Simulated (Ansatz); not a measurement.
# SiGeH6 (singlet): from Hartree-Fock to the top rungs at a displaced geometry (v2), cc-pVDZ

How much of the correlation energy of SiGeH6 (singlet) does each wave-function method recover here?

Program: Ansatz 0.2.0, Gaussian basis. Level of theory: cc-pVDZ, core rule «outside noble gas», up to 19 orbitals frozen. These are calculated values, not measurements.

Plan: UHF; CCSD(T) on RHF; BCCD(T) on RHF; CISD; CCSDT(Q) on RHF; CASSCF and NEVPT2, 8 electrons in 8 orbitals.

11 further runs of the same task are left out: 1 for a mislabelled method, 4 that didn't finish, 6 set aside as unsound or not needed.

## 1. The geometry

The geometry is a PBE0/def2-TZVP stationary point (not a proven minimum) with its atoms shifted at random (size 0.100 Å). No spin-orbit coupling is included. The filled d shell of Ge may be among the frozen orbitals whatever the setting's name suggests; the logs give the count.

8 atoms, charge 0, spin multiplicity 1.

Atoms are counted from 1 here; the program's logs count them from 0.

Bond lengths: Si1–Ge2 2.215 Å, Si1–H3 1.498 Å, Si1–H4 1.545 Å, Si1–H5 1.638 Å, Ge2–H6 1.695 Å, Ge2–H7 1.471 Å, Ge2–H8 1.552 Å. Angles: Ge2–Si1–H3 113.4°, Ge2–Si1–H4 109.4°, Ge2–Si1–H5 112.6°, H3–Si1–H4 109.0°, H3–Si1–H5 107.2°, H4–Si1–H5 104.8°, Si1–Ge2–H6 115.3°, Si1–Ge2–H7 114.2°, Si1–Ge2–H8 114.4°, H6–Ge2–H7 103.3°, H6–Ge2–H8 103.1°, H7–Ge2–H8 105.0°.

## 2. UHF

File in.yaml:

```yaml
crystal:
  periodic: [false, false, false]
  atoms:
    - {symbol: Si, position_ang: [-1.571432, -0.008153, -0.006041]}
    - {symbol: Ge, position_ang: [0.642994, 0.008221, 0.004055]}
    - {symbol: H, position_ang: [-2.176479, 1.361935, -0.000511]}
    - {symbol: H, position_ang: [-2.085565, -0.788675, 1.223869]}
    - {symbol: H, position_ang: [-2.190157, -0.804707, -1.296727]}
    - {symbol: H, position_ang: [1.379965, -1.515851, -0.072019]}
    - {symbol: H, position_ang: [1.235423, 0.611854, 1.207318]}
    - {symbol: H, position_ang: [1.284472, 0.770177, -1.185830]}
basis:
  gaussian: {orbitals: cc-pVDZ}
magnetization: {spin_polarized: true, initial_magnetization: 0}
hamiltonian: {xc: hf}
output: {orbitals: {seedname: orbitals}}
```

The run is started by

```
$ ansatz run in.yaml --threads 1 --pin off --events-out ev --progress --plain --max-ram 2393MiB
```

After this run come: CCSD(T) on RHF; BCCD(T) on RHF; CISD; CCSDT(Q) on RHF; CASSCF and NEVPT2, 8 electrons in 8 orbitals.

Before running them: what should the planned runs give, taken together? Wanted: RCCSDT(Q) below the RHF energy; RMP2 from RCCSDT(Q); RCCSD from RCCSDT(Q); RCCSD(T) from RCCSDT(Q); NEVPT2 frontier from RCCSDT(Q); T1 diagnostic.

The runs gave:

| quantity | value |
| --- | --- |
| RCCSDT(Q) below the RHF energy | -7.3612 eV |
| RMP2 from RCCSDT(Q) | +1602.3 meV |
| RCCSD from RCCSDT(Q) | +206.8 meV |
| RCCSD(T) from RCCSDT(Q) | +38.9 meV |
| NEVPT2 frontier from RCCSDT(Q) | +1554.9 meV |
| levels within 1 kcal/mol (43 meV) | RCCSD(T), BCCD(T), RCCSDT |
| T1 diagnostic | 0.013 |

**Reading.** RCCSD(T) misses by +38.9 meV, 0.5 % of the correlation energy. These misses are within one basis, not against nature.
